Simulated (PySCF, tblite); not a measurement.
# C₆H₁₅NOSi: geometry, infrared bands and NMR shifts

Wanted: the infrared bands and NMR shifts of C₆H₁₅NOSi (`C[Si]1(C)C[C@@H](CN)CO1`), by calculation.

The runs use tblite 0.8.0 and PySCF 2.14.0, with density-fitted response routines of our own; the level of theory stands in each step. All values are computed, except where a source is named. Atoms count from 0, in the outputs and in this text.

### Step 1. The starting structure

24 atoms, charge 0, multiplicity 1; geometry from: force field or distance geometry start.

Bonds of the start (Å): C0–Si1 1.85, Si1–C2 1.83, Si1–C3 1.89, C3–C4 1.51, C4–C5 1.51, C5–N6 1.43, C4–C7 1.50, C7–O8 1.39, O8–Si1 1.73, C0–H9 1.12, C0–H10 1.10, C0–H11 1.12, C2–H12 1.11, C2–H13 1.13, C2–H14 1.12, C3–H15 1.10, C3–H16 1.11, C4–H17 1.11, C5–H18 1.12, C5–H19 1.10, N6–H20 1.03, N6–H21 1.04, C7–H22 1.12, C7–H23 1.11.

### Step 2. Optimising the geometry with GFN2-xTB

The job: settings as JSON, then the geometry in Å.

```
{"job": {"kind": "relax", "xc": "GFN2-xTB", "basis": "xTB"}, "charge": 0, "multiplicity": 1}
C     -2.284800    -1.529100    -0.410200
Si    -1.445900     0.083400    -0.088600
C     -2.414700     1.293100     0.888400
C      0.227400    -0.287800     0.703300
C      1.092600     0.476500    -0.265100
C      2.464600    -0.158400    -0.221200
N      3.077500    -0.106200     1.072300
C      0.476600     0.364800    -1.625200
O     -0.839600     0.811800    -1.532300
H     -3.011600    -1.382400    -1.251500
H     -1.532300    -2.275200    -0.708600
H     -2.807200    -1.893800     0.505800
H     -1.904700     1.570100     1.839100
H     -2.536200     2.237300     0.279900
H     -3.437100     0.878800     1.057300
H      0.433600    -1.366200     0.628500
H      0.294900     0.097600     1.737300
H      1.146600     1.542300     0.026700
H      2.282800    -1.245700    -0.431000
H      3.136200     0.203200    -1.010500
H      2.529300    -0.481200     1.860800
H      3.551500     0.800200     1.285500
H      0.976000     1.069000    -2.342500
H      0.512600    -0.682200    -1.990600
```

Command:

```
> OMP_NUM_THREADS=1 python probes_run.py task.json out
```

The driver reads the jobs from task.json and runs them one after another.

**Question.** This job is followed by: GFN2-xTB harmonic vibrations, gas phase; GIAO PBE0/pcSseg-1 NMR shielding, non-relativistic, gas phase. What will the session give for the following? strongest single infrared mode (GFN2-xTB); zero-point energy (GFN2-xTB); 13C shifts against TMS (PBE0/pcSseg-1); 1H shifts against TMS (PBE0/pcSseg-1, means over atoms taken as alike); 29Si shifts against TMS (PBE0/pcSseg-1); 15N shifts against NH3 (PBE0/pcSseg-1); 17O shifts against H2O (PBE0/pcSseg-1).

**Answer**, as computed:

| quantity | value |
| --- | --- |
| strongest single infrared mode (GFN2-xTB) | 878 cm⁻¹, 210 km/mol |
| zero-point energy (GFN2-xTB) | 129.2 kcal/mol |
| 13C shifts against TMS (PBE0/pcSseg-1) | 73.8, 52.2, 50.6, 19.4, 0.9, 0.6 ppm |
| 1H shifts against TMS (PBE0/pcSseg-1, means over atoms taken as alike) | 4.20, 3.34, 2.94, 2.12, 1.59, 1.03, 0.56, 0.13, 0.07, 0.03 ppm |
| 29Si shifts against TMS (PBE0/pcSseg-1) | 36.1 ppm |
| 15N shifts against NH3 (PBE0/pcSseg-1) | 37.3 ppm |
| 17O shifts against H2O (PBE0/pcSseg-1) | 54.2 ppm |

What this shows: Relaxing lowered the energy by 0.829 eV in 161 steps; the close pair that moved most is Si1–O8, from 1.727 to 1.648 Å. All 66 modes are real, so the xTB geometry is a minimum. The strongest single mode, at 878 cm⁻¹, is spread over many atoms; the largest shares are those of Si1, H14. Unscaled tight-binding wavenumbers are off by several per cent, some by more. Its intensities can rank the bands wrongly. The most deshielded carbon is C7 (sp3 CH2 bonded to O), at 73.8 ppm: pulled downfield by the heteroatom.
